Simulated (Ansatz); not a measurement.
Li, space group P6_3/mmc, a convergence test of the k-point mesh

Program: Ansatz 0.2.0, Python API.

The cells in order, each with its output:

```python
import csv
import warnings

import ansatz as az
import numpy as np
```

```python
warnings.simplefilter('ignore', az.DeckWarning)
```

```python
vectors = np.array([
    [3.111, 0.0, 0.0],
    [-1.5555, 2.69420503, 0.0],
    [0.0, 0.0, 5.093],
])
xtal = (
    az.Lattice.of(vectors)
    .atom('Li', (1 / 3, 2 / 3, 0.25))
    .atom('Li', (2 / 3, 1 / 3, 0.75))
)
```

```python
[site.symbol for site in xtal.resolved().sites]
```

    ['Li', 'Li']

```python
job = xtal.calculation().functional('pbesol').occupations('fermi_dirac', width=0.05)
```

```python
rows = []
for value in [(3, 3, 2), (4, 4, 2), (5, 5, 3), (7, 7, 4), (8, 8, 5), (10, 10, 6)]:
    data = job.kpoints(*value).run(threads=1, backend='cpu').report
    rows.append((value, data['free_energy_ev'] / len(data['lattice']['sites']), data['n_iterations'], data['n_kpoints']))
```

```python
with open('kconv.csv', 'w', newline='') as handle:
    writer = csv.writer(handle)
    writer.writerow(['mesh', 'F/atom (eV)', 'iterations', 'k-points'])
    writer.writerows([round(v, 5) if isinstance(v, float) else v for v in row] for row in rows)

# differences from the last row
for row in rows[:-1]:
    shift = 1000 * (row[1] - rows[-1][1])
    print(f'{row[0]}: {shift:+.2f} meV/atom' + ('  (within 2 meV)' if abs(shift) < 2 else ''))
```

    (3, 3, 2): -39.43 meV/atom
    (4, 4, 2): +2.58 meV/atom
    (5, 5, 3): -33.51 meV/atom
    (7, 7, 4): -2.47 meV/atom
    (8, 8, 5): +4.75 meV/atom

`kconv.csv`, as written:
```csv
mesh,F/atom (eV),iterations,k-points
"(3, 3, 2)",-203.03875,6,6
"(4, 4, 2)",-202.99674,6,8
"(5, 5, 3)",-203.03282,6,10
"(7, 7, 4)",-203.00179,6,24
"(8, 8, 5)",-202.99457,6,30
"(10, 10, 6)",-202.99932,6,56
```

Notes:
- This isn't the structure that Li takes at ambient conditions.
- Shifts are counted from the finest mesh, which is itself no proven limit.
- It ran for 2.2 s on 1 thread of Arm Neoverse V2, with other jobs on the host, peak memory 0.34 GiB.
